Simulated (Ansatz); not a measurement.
# BFGeH₅NO: one species, many methods

The task here is to estimate one member of a computed series from the others.

Method: functionals in def2-TZVPP, the program's frozen cores in correlated methods; program: Ansatz 0.2.0, Gaussian basis.

The runs, in order: LDA (SPW92), PBE-D4, revPBE-D4, BLYP-D4, r2SCAN-D4, B97M-V, PBE0-D4, B3LYP-D4, r2SCANh-D4, r2SCAN0-D4, HSE06-D4, BHLYP-D4, CAM-B3LYP-D4, LC-ωPBE, ωB97X-V, ωB97M-V, B2PLYP, PBE-QIDH; CCSD(T)/def2-SVP; CCSD(T)/def2-TZVPP; MP2/def2-QZVPP; extrapolation to the limit; RPA on PBE.

## Structure used throughout

An earlier PBE0-D4 in a triple-zeta def2 set relaxation fixed the geometry.

SMILES `[NH2][GeH2][O]BF`, 10 atoms, charge 0, spin multiplicity 1.

Atoms are counted from 1 here; the program's logs count them from 0.

Bond lengths: N1–Ge2 1.814 Å, N1–H6 1.009 Å, N1–H7 1.009 Å, Ge2–O3 1.807 Å, Ge2–H8 1.532 Å, Ge2–H9 1.528 Å, O3–B4 1.335 Å, B4–F5 1.330 Å, B4–H10 1.203 Å. Angles: Ge2–N1–H6 116.2°, Ge2–N1–H7 116.1°, H6–N1–H7 109.8°, N1–Ge2–O3 111.7°, N1–Ge2–H8 108.9°, N1–Ge2–H9 109.2°, O3–Ge2–H8 107.3°, O3–Ge2–H9 103.7°, H8–Ge2–H9 116.0°, Ge2–O3–B4 126.8°, O3–B4–F5 118.8°, O3–B4–H10 123.8°, F5–B4–H10 117.4°.

Set-up of the first run:

in.yaml

```yaml
crystal:
  periodic: [false, false, false]
  atoms:
    - {symbol: N, position_ang: [-0.064250, 0.915232, 1.771779]}
    - {symbol: Ge, position_ang: [-0.851843, 0.445777, 0.206751]}
    - {symbol: O, position_ang: [0.370160, 0.130526, -1.086766]}
    - {symbol: B, position_ang: [0.815152, -1.060964, -1.492402]}
    - {symbol: F, position_ang: [1.752380, -1.108063, -2.435050]}
    - {symbol: H, position_ang: [0.450218, 0.188186, 2.246640]}
    - {symbol: H, position_ang: [0.480098, 1.765257, 1.757428]}
    - {symbol: H, position_ang: [-1.638407, -0.851949, 0.418093]}
    - {symbol: H, position_ang: [-1.649342, 1.632811, -0.330522]}
    - {symbol: H, position_ang: [0.418932, -2.108013, -1.052950]}
basis:
  gaussian: {orbitals: def2-TZVPP}
hamiltonian: {xc: lda}
output: {orbitals: {seedname: orbitals}}
```

Among the steps run: LDA; PBE-D4 (GGA); revPBE-D4 (GGA); BLYP-D4 (GGA); r2SCAN-D4 (meta-GGA); B97M-V (meta-GGA); PBE0-D4 (hybrid); B3LYP-D4 (hybrid); r2SCANh-D4 (hybrid); r2SCAN0-D4 (hybrid); HSE06-D4 (hybrid); BHLYP-D4 (hybrid); CAM-B3LYP-D4 (range-separated); LC-ωPBE (range-separated); ωB97X-V (range-separated); ωB97M-V (range-separated); B2PLYP (double hybrid); PBE-QIDH (double hybrid).

One table of the session follows, with a row left open; its other results are not shown here.

It belongs to the step «Orbital energies across the functionals». 

```
  functional  HOMO (eV)  LUMO (eV)  gap (eV)
 LDA (SPW92)      -6.77      -0.78      5.99
      PBE-D4      -6.59      -0.51      6.07
   revPBE-D4      -6.52      -0.41      6.11
     BLYP-D4      -6.46      -0.49      5.97
   r2SCAN-D4      -6.90      -0.08      6.82
      B97M-V      -7.01      -0.33      6.69
     PBE0-D4      -8.07       0.34      8.41
    B3LYP-D4      -7.80       0.02      7.83
  r2SCANh-D4      -7.46       0.24      7.70
  r2SCAN0-D4          ?          ?         ?
    HSE06-D4      -7.66      -0.03      7.63
    BHLYP-D4      -9.46       1.00     10.46
CAM-B3LYP-D4      -9.52       1.15     10.68
     LC-ωPBE     -10.95       2.45     13.40
     ωB97X-V     -10.57       2.23     12.80
     ωB97M-V     -10.48       1.82     12.30
```

**Question.** Estimate the row for r2SCAN0-D4.

Worked estimate for «HOMO (eV)». Against the share of exact exchange, r2SCAN-D4 (0, -6.90), r2SCANh-D4 (0.1, -7.46) give a slope of -5.60 per unit share; at 0.25 the line stands at -8.30.

As computed: HOMO (eV): -8.29; LUMO (eV): 0.66; gap (eV): 8.96. In «HOMO (eV)» the line misses by -0.01.
